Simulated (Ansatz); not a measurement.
# Ca2Ti2N: the cost of one run

Computed with Ansatz 0.2.0 (DFT PBE, scalar-relativistic, plane waves, PAW, unless a step names another level, unless a step's input says otherwise).

### 1 Starting point

The structure is trigonal, space group P-3m1 (No. 164). Conventional cell: a = 3.289 Å, b = 3.289 Å, c = 11.088 Å, α = 90.00°, β = 90.00°, γ = 120.00°. Ca (site symmetry 3m) is surrounded by 6 Ca at 3.29 Å and 3 Ti at 3.46 Å. Ti (site symmetry 3m) is surrounded by 3 N at 2.14 Å. N (site symmetry -3m) has 6 Ti at 2.14 Å in its first shell of neighbours.

As a file:

```xyz
5
Lattice="3.2886 0.0000 0.0000 -1.6443 2.8480 0.0000 0.0000 0.0000 11.0882" Properties=species:S:1:pos:R:3 pbc="T T T"
Ca    0.0000    1.8987    9.4280
Ca    1.6443    0.9493    1.6603
Ti    0.0000    1.8987    4.5573
Ti    1.6443    0.9493    6.5309
N     0.0000    0.0000    5.5441
```

It came out lowest among 19 distinct ends of the trial cells. At a tolerance of 0.05 Å it has space group P-3m1 (No. 164).

### 2 Relaxing to 0.001 eV/Å, on the response runs' mesh and smearing

Input file input.yaml:

```yaml
crystal:
  lattice:
    - [3.2886294151, 0.0, 0.0]
    - [-1.6443147076, 2.8480366171, 0.0]
    - [0.0, 0.0, 11.0882488288]
  atoms:
    - { symbol: Ca, position: [0.3333333333, 0.6666666667, 0.8502678778] }
    - { symbol: Ca, position: [0.6666666667, 0.3333333333, 0.1497321222] }
    - { symbol: Ti, position: [0.3333333333, 0.6666666667, 0.4110030151] }
    - { symbol: Ti, position: [0.6666666667, 0.3333333333, 0.5889969849] }
    - { symbol: "N", position: [0.0, 0.0, 0.5] }
basis:
  ecutwfc: 420
kpoints:
  mp_grid: { grid: [12, 12, 4] }
hamiltonian:
  xc: pbe
scf:
  occupations: { method: gaussian, width: 0.1 }
output:
  forces: true
  stress: true
  eigenvalues: true
relax:
  adjacent_minimum: "off"
  f_tol: 0.001
  max_steps: 60
  cell: { stress_tol: 0.01 }
```

Launch:

```
ansatz run input.yaml --threads 3 --pin off --max-ram 7680MiB --backend cpu --events-out ev --progress --plain --runs-dir out
```

What time and memory should one allow on 3 threads of Intel Xeon Platinum 8259CL at 2.50GHz (Skylake/Cascade Lake), shared host?

About 8.9 s, with a peak of 0.56 GiB.
